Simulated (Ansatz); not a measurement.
TiTeSe:

```
Te Se Ti
1.0
     3.68513    0.00000    0.00000
    -1.84256    3.19141    0.00000
     0.00000    0.00000    6.63475
Te Se Ti
1 1 1
Direct
  0.66667 0.33333 0.25167
  0.33333 0.66667 0.76962
  0.00000 0.00000 0.97872
```

The cell comes from a database or a generator and needn't be the stable form of this composition.

| Item | Value |
| --- | --- |
| Program | Ansatz 0.2.0 |
| Task | relaxation of cell and atoms |
| Functional | RPBE |
| Potentials or basis | Ansatz PAW |
| Cutoff | 420 eV (not typed: the program's choice for these potentials) |
| k mesh | 8 × 8 × 4 |
| Occupations | fermi-dirac, width 0.05 eV |
| Spin | no spin polarisation |

At the start: volume 26.01 Å³/atom.

Task: How do energy, volume and symmetry change on relaxing?

Result: It ends after 12 steps and the volume is 33.25 Å³/atom (+27.9 %); space group P3m1 (No. 156, to 0.05 Å).

The path:
```csv
step,energy change (eV),largest force (eV/Å),volume (Å³)
1,0.0000,0.2670,78.03
2,-0.0409,0.2410,83.84
3,-0.0635,0.0314,88.00
4,-0.0751,0.0377,90.00
5,-0.0754,0.0181,90.87
6,-0.0754,0.0056,90.77
7,-0.0833,0.0054,90.77
8,-0.0886,0.0112,93.06
9,-0.0937,0.0078,97.00
10,-0.0943,0.0278,99.87
11,-0.0944,0.0027,99.76
12,-0.0962,0.0028,99.76
```

Final structure:
```
Te Se Ti
1.0
     3.71008    0.00000    0.00000
    -1.85504    3.21303    0.00000
     0.00000    0.00000    8.36904
Te Se Ti
1 1 1
Direct
  0.66667 0.33333 0.20342
  0.33333 0.66667 0.81413
  0.00000 0.00000 0.98246
```

Caveat: the volume moved by over 15 % at a fixed basis, so the end points are rough; the plane-wave basis is chosen anew once the cell has moved, so the energies of steps on either side of that aren't comparable; this functional lacks dispersion, which binds the layers, so the pressure and a relaxed spacing across them are unreliable, and here the layers came unbound; the PAW data sets come from PBE, with cores solved anew for the run's functional, which leaves a small shift of forces and pressure.
